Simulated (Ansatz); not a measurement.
# AlBH₂F₂: small, medium and large basis sets

How large a basis does AlBH₂F₂ need? Two functionals are run in growing sets.

Computed with Ansatz 0.2.0, Gaussian basis. Level: one geometry, several basis sets.

Levels to be run: PBE0-D4/def2-SVP; ωB97M-V/def2-SVP; PBE0-D4/def2-QZVPP; ωB97M-V/def2-QZVPP; the functionals' def2-TZVPP values are taken from earlier runs.

### Step 1. The geometry

An earlier PBE0-D4 in a triple-zeta def2 set relaxation fixed the geometry.

6 atoms, charge 0, spin multiplicity 1.

Atoms are counted from 1 here; the program's logs count them from 0.

Bond lengths: F1–B2 1.327 Å, B2–Al3 2.163 Å, B2–H5 1.207 Å, Al3–F4 1.656 Å, Al3–H6 1.585 Å. Angles: F1–B2–Al3 119.9°, F1–B2–H5 114.7°, Al3–B2–H5 125.4°, B2–Al3–F4 116.3°, B2–Al3–H6 127.8°, F4–Al3–H6 115.8°.

Geometry (Å):

```
F     1.1854   -0.9049   -1.5405
B     0.7188    0.1487   -0.8833
Al   -0.5803   -0.1329    0.8228
F    -2.1926    0.1497    0.5716
H     1.0828    1.2151   -1.3158
H    -0.1720   -0.5398    2.2989
```

### Step 2. PBE0-D4 in def2-SVP

Contents of in.yaml:

```yaml
crystal:
  periodic: [false, false, false]
  atoms:
    - {symbol: F, position_ang: [1.185377, -0.904880, -1.540497]}
    - {symbol: B, position_ang: [0.718795, 0.148659, -0.883251]}
    - {symbol: Al, position_ang: [-0.580280, -0.132854, 0.822849]}
    - {symbol: F, position_ang: [-2.192553, 0.149712, 0.571616]}
    - {symbol: H, position_ang: [1.082783, 1.215056, -1.315847]}
    - {symbol: H, position_ang: [-0.172022, -0.539792, 2.298930]}
basis:
  gaussian: {orbitals: def2-SVP}
hamiltonian: {xc: pbe0, dispersion: d4}
output: {orbitals: {seedname: orbitals}}
```

Command:

```console
$ ansatz run in.yaml --threads 2 --pin off --events-out ev --progress --plain --max-ram 4352MiB
```

After this run come: ωB97M-V in def2-SVP; PBE0-D4 in def2-QZVPP; ωB97M-V in def2-QZVPP.

Before running them: what should the planned runs give, taken together? Wanted: PBE0-D4: double and triple zeta above quadruple; ωB97M-V: double and triple zeta above quadruple.

**Answer**, as computed:

```
                                       quantity           value
PBE0-D4: double and triple zeta above quadruple  10.47, 0.56 eV
ωB97M-V: double and triple zeta above quadruple  10.59, 0.53 eV
```

PBE0-D4 gains 9.91 eV from double to triple zeta, then 0.56 eV more. These are total energies; as a rule much of such shifts cancels in differences, which this series doesn't test.
